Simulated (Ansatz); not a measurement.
# Si3N2H10: up Jacob's ladder to CCSD(T)

The task here is to estimate one member of a computed series from the others.

The runs use Ansatz 0.2.0, Gaussian basis; functionals in def2-TZVPP, the program's frozen cores in correlated methods.

Levels to be run: PBE-D4, r2SCAN-D4, PBE0-D4, B3LYP-D4, ωB97X-V, ωB97M-V, B2PLYP; CCSD(T)/def2-TZVPP; MP2/def2-QZVPP; extrapolation to the limit.

### Structure used throughout

All runs share one geometry, relaxed beforehand with PBE0-D4 in a triple-zeta def2 set.

15 atoms, charge 0, spin multiplicity 1.

Atoms are counted from 1 here; the program's logs count them from 0.

Bond lengths: N1–Si2 1.721 Å, N1–H6 1.007 Å, N1–H7 1.008 Å, Si2–N3 1.721 Å, Si2–Si4 2.356 Å, Si2–Si5 2.356 Å, N3–H8 1.007 Å, N3–H9 1.008 Å, Si4–H10 1.491 Å, Si4–H11 1.492 Å, Si4–H12 1.490 Å, Si5–H13 1.492 Å, Si5–H14 1.491 Å, Si5–H15 1.490 Å. Angles: Si2–N1–H6 120.5°, Si2–N1–H7 120.1°, H6–N1–H7 111.5°, N1–Si2–N3 107.0°, N1–Si2–Si4 115.9°, N1–Si2–Si5 105.0°, N3–Si2–Si4 105.0°, N3–Si2–Si5 115.9°, Si4–Si2–Si5 108.5°, Si2–N3–H8 120.5°, Si2–N3–H9 120.1°, H8–N3–H9 111.5°, Si2–Si4–H10 111.4°, Si2–Si4–H11 112.0°, Si2–Si4–H12 109.9°, H10–Si4–H11 107.8°, H10–Si4–H12 107.9°, H11–Si4–H12 107.7° and more.

The first run:

The input, in.yaml:

```yaml
crystal:
  periodic: [false, false, false]
  atoms:
    - {symbol: N, position_ang: [-1.546210, -0.682074, 1.051240]}
    - {symbol: Si, position_ang: [-0.209916, -0.347784, 0.019326]}
    - {symbol: N, position_ang: [0.069596, -1.765607, -0.915580]}
    - {symbol: Si, position_ang: [-0.535024, 1.369914, -1.560179]}
    - {symbol: Si, position_ang: [1.535655, 0.288733, 1.468021]}
    - {symbol: H, position_ang: [-1.657427, -0.186084, 1.920217]}
    - {symbol: H, position_ang: [-2.437057, -0.943448, 0.657473]}
    - {symbol: H, position_ang: [0.517091, -1.704233, -1.815305]}
    - {symbol: H, position_ang: [0.275101, -2.640964, -0.458952]}
    - {symbol: H, position_ang: [-1.831720, 1.210356, -2.279409]}
    - {symbol: H, position_ang: [0.551824, 1.401168, -2.582068]}
    - {symbol: H, position_ang: [-0.551178, 2.693491, -0.875570]}
    - {symbol: H, position_ang: [1.104898, 1.346739, 2.428142]}
    - {symbol: H, position_ang: [2.035308, -0.870563, 2.262307]}
    - {symbol: H, position_ang: [2.679061, 0.830335, 0.680347]}
basis:
  gaussian: {orbitals: def2-TZVPP}
hamiltonian: {xc: pbe, dispersion: d4}
output: {forces: true, orbitals: {seedname: orbitals}}
```

Started as:

```sh
$ ansatz run in.yaml --threads 2 --pin off --events-out ev --progress --plain --max-ram 22528MiB --backend cuda --devices 0, --max-vram 18GiB
```

Steps of the session up to this table: PBE-D4 (GGA); r2SCAN-D4 (meta-GGA); PBE0-D4 (hybrid); B3LYP-D4 (hybrid); ωB97X-V (range-separated); ωB97M-V (range-separated); B2PLYP (double hybrid); CCSD(T) in def2-TZVPP; MP2 in def2-QZVPP.

One table of the session follows, with a row left open; its other results are not shown here.

It belongs to the step «Atomisation energies». 

| method | atomisation energy (kJ/mol) |
| --- | --- |
| PBE-D4 | 4759.6 |
| r2SCAN-D4 | 4731.9 |
| PBE0-D4 | 4710.2 |
| B3LYP-D4 | 4769.2 |
| ωB97X-V | 4797.1 |
| ωB97M-V | 4762.6 |
| B2PLYP | ? |
| HF/def2-TZVPP | 3408.1 |
| MP2/def2-TZVPP | 4596.1 |
| CCSD/def2-TZVPP | 4554.9 |
| CCSD(T)/def2-TZVPP | 4610.4 |
| MP2/CBS | 4745.4 |
| CCSD(T)/CBS | 4759.7 |

Estimate the missing values for B2PLYP.

As computed: atomisation energy (kJ/mol): 4683.5. In the column «atomisation energy (kJ/mol)» it lies between CCSD(T)/def2-TZVPP (4610.4) and PBE0-D4 (4710.2).

To keep in mind: Free atoms (2 N, 3 Si, 10 H) were run apart at each level; the atomisation energy is their sum less the molecule, without zero-point or spin-orbit terms.
